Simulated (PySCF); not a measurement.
**triplet CH3BBr2 at 4 levels**

We compute a comparison of 4 runs (UHF/STO-3G, UHF/3-21G, UB3LYP/6-31G*, USCS-MP2/6-31G*) of triplet CH3BBr2. Input form: a Python script.

The calculation is run with PySCF 2.14.0.

1 further run of the same task is left out (set aside as unsound or not needed).

## 1. Starting point

CH3BBr2 has 7 atoms, charge 0, and is taken as a triplet. SMILES of the parent species: `CB(Br)Br`. The shape is that of a PBE0-D4/def2-TZVP optimisation. That shape belongs to the parent species and isn't relaxed for this state.

Bond lengths: C1–B2 1.550 Å, B2–Br3 1.913 Å, B2–Br4 1.909 Å, C1–H5 1.095 Å, C1–H6 1.095 Å, C1–H7 1.090 Å. Angles: C1–B2–Br3 120.2°, C1–B2–Br4 122.0°, Br3–B2–Br4 117.8°, B2–C1–H5 109.8°, B2–C1–H6 109.6°, B2–C1–H7 113.5°, H5–C1–H6 105.7°, H5–C1–H7 109.1°, H6–C1–H7 109.0°.

## 2. A single-point energy at UHF/STO-3G (run 1)

Contents of run.py:

```python
from pyscf import gto, scf

mol = gto.Mole()
mol.atom = [
    ('C', (-0.007900, 0.768300, 0.030500)),
    ('B', (-0.010300, -0.779200, -0.057400)),
    ('Br', (1.488200, -1.781500, 0.583200)),
    ('Br', (-1.479800, -1.747800, -0.797600)),
    ('H', (0.137400, 1.079700, 1.070300)),
    ('H', (0.851700, 1.165800, -0.520000)),
    ('H', (-0.918100, 1.226800, -0.354700)),
]
mol.verbose = 3
mol.max_memory = 1860
mol.spin = 2
mol.charge = 0
mol.basis = 'sto-3g'
mol.build()

mf = scf.UHF(mol)
mf.conv_tol = 1e-10
mf.kernel()
if not mf.converged:
    mf = mf.newton().run(mf.mo_coeff, mf.mo_occ)

etot = mf.e_tot
print(f'total energy: {etot:.8f} hartree')
```

On the command line:

```sh
$ OMP_NUM_THREADS=1 python run.py
```

Log:

```text
WARN: HOMO -0.0841911773612917 >= LUMO -0.54343714793664

converged SCF energy = -5152.72904792019  <S^2> = 2.0104944  2S+1 = 3.0069882
total energy: -5152.72904792 hartree
```

It took 1 s on 1 thread of Arm Neoverse V2, shared host; peak memory 0.11 GiB.

## 3. A single-point energy at UHF/3-21G (run 2)

Contents of run.py:

```python
from pyscf import gto

system = gto.Mole()
system.atom = '''
C     -0.014929     1.451877     0.057637
B     -0.019464    -1.472475    -0.108470
Br     2.812290    -3.366547     1.102088
Br    -2.796417    -3.302863    -1.507246
H      0.259648     2.040337     2.022574
H      1.609480     2.203043    -0.982658
H     -1.734958     2.318316    -0.670286
'''
system.basis = '3-21g'
system.max_memory = 1860
system.verbose = 4
system.spin = 2
system.unit = 'bohr'
system.build()

mf = system.UHF()
mf.conv_tol = 1e-10
mf.kernel()
if not mf.converged:
    mf = mf.newton().run(mf.mo_coeff, mf.mo_occ)

e_tot = mf.e_tot
print('E = %.10f Eh' % e_tot)
```

On the command line:

```sh
$ OMP_NUM_THREADS=1 python run.py
```

Log:

```text
PySCF version 2.14.0

[... 42 lines left out ...]
WARN: HOMO 0.012826946515637 >= LUMO -0.383373823205083
[... 90 lines left out ...]
converged SCF energy = -5183.89105667181  <S^2> = 2.0174725  2S+1 = 3.0116258
E = -5183.8910566718 Eh
```

It took 1.4 s on 1 thread of Arm Neoverse V2, shared host; peak memory 0.14 GiB.

Run 3 isn't shown in full; the table further down has it.

## 4. The energy at USCS-MP2/6-31G(d) (spherical functions) (run 4)

Contents of job.py:

```python
from pyscf import gto, mp

mol = gto.M(
    atom='''
C     -0.007900     0.768300     0.030500
B     -0.010300    -0.779200    -0.057400
Br     1.488200    -1.781500     0.583200
Br    -1.479800    -1.747800    -0.797600
H      0.137400     1.079700     1.070300
H      0.851700     1.165800    -0.520000
H     -0.918100     1.226800    -0.354700
''',
    basis='6-31g*',
    spin=2,
    verbose=3,
    max_memory=1860,
)

myscf = mol.UHF()
myscf.conv_tol = 1e-10
myscf.kernel()
if not myscf.converged:
    myscf = myscf.newton().run(myscf.mo_coeff, myscf.mo_occ)

pt = mp.MP2(myscf, frozen=20).run()
energy = myscf.e_tot + 1.2 * pt.e_corr_os + pt.e_corr_ss / 3
print('E = %.10f Eh' % energy)
```

On the command line:

```sh
$ OMP_NUM_THREADS=1 python job.py
```

Log:

```text
WARN: HOMO 0.0371493614007985 >= LUMO -0.353637996465669

converged SCF energy = -5208.36227850081  <S^2> = 2.0243194  2S+1 = 3.0161693
E(UMP2) = -5209.08120951283  E_corr = -0.718931012012925
E(SCS-UMP2) = -5209.03302948962  E_corr = -0.670750988804207
E = -5209.0330294896 Eh
```

It took 6.6 s on 1 thread of Arm Neoverse V2, shared host; peak memory 0.29 GiB.

## 5. All runs side by side

| run | level | integration grid | frozen core orbitals | energy (Eh) | dipole moment (D) of the reference | HOMO energy (eV) | LUMO energy (eV) | wall time |
| --- | --- | --- | --- | --- | --- | --- | --- | --- |
| 1 | UHF/STO-3G | – | – | -5152.729048 | 0.28 | -3.97 | -1.61 | 1 s |
| 2 | UHF/3-21G | – | – | -5183.891057 | 0.83 | -6.11 | -4.17 | 1.4 s |
| 3 | UB3LYP/6-31G* (spherical functions) | 5 | – | -5212.405974 | 0.60 | -2.93 | – | 62 s |
| 4 | USCS-MP2/6-31G* (spherical functions) | – | 20 | -5209.033029 | 2.06 | -6.32 | -4.05 | 6.6 s |

## 6. Summary of results

| quantity | value |
| --- | --- |
| run 4: total energy | -5209.03303 Eh |
| run 4: dipole moment (Hartree–Fock density) | 2.06 D |
| run 4: HOMO energy (Hartree–Fock orbitals) (highest over α and β) | -6.32 eV |
| run 4: LUMO energy (Hartree–Fock orbitals) (lowest over α and β) | -4.05 eV |
| run 4: correlation energy (20 core orbitals frozen) | -670.8 mEh |
| run 4: ⟨S²⟩ of the reference determinant | 2.024 |

In words: Over runs 1, 2, 3 the dipole moment (its size) runs from 0.28 D (UHF/STO-3G) to 0.83 D (UHF/3-21G). The two dipoles point in opposite directions. In run 1 the basis is minimal, so the values are rough. All runs together took 72 s, the longest 62 s.
